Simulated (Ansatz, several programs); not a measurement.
NbP (I4_1md) from a database structure, relaxed with r2SCAN in Ansatz (plane waves, PAW): space group I4_1md (No. 109), tetragonal; a = 3.338 Å, c = 11.464 Å in the conventional setting, 15.97 Å³ an atom. Nb is surrounded by 6 P at 2.54–2.55 Å; P is surrounded by 6 Nb at 2.54–2.55 Å. The cell was then scaled with its shape and fractional coordinates held, which makes it stiffer than a relaxed compression. Calculated for a static, non-magnetic cell.

| V (Å³/atom) | E (meV/atom) |
| --- | --- |
| 15.012 | 39.65 |
| 15.970 | 0.00 |
| 16.450 | 8.26 |
| 16.929 | 31.65 |

(1) Pass a cubic E = c₀ + c₁u + c₂u² + c₃u³, with u = V − 16.090 Å³, through these points.

(2) Where is the minimum, and what bulk modulus follows?

(3) Predict the energy and the pressure at the withheld volume, 15.491 Å³.

Answers

(1) c₀ = 0.49, c₁ = +8.653, c₂ = 37.350, c₃ = -4.0554 (meV and Å³).

(2) dE/du = 0 at u = -0.114, so V₀ = 15.98 Å³. B = V₀ d²E/dV² = 15.98 × (2c₂ + 6c₃u) = 15.98 × 77.468 = 1238 meV/Å³, and 1 meV/Å³ is 0.16022 GPa: 198 GPa. A third-order Birch-Murnaghan fit to all five points gives 15.97 Å³ and 197 GPa.

(3) With u = -0.599: E ≈ 9.58 meV and P = −dE/dV ≈ +6.48 GPa. The run gives 9.46 meV and, from its stress, +6.45 GPa.
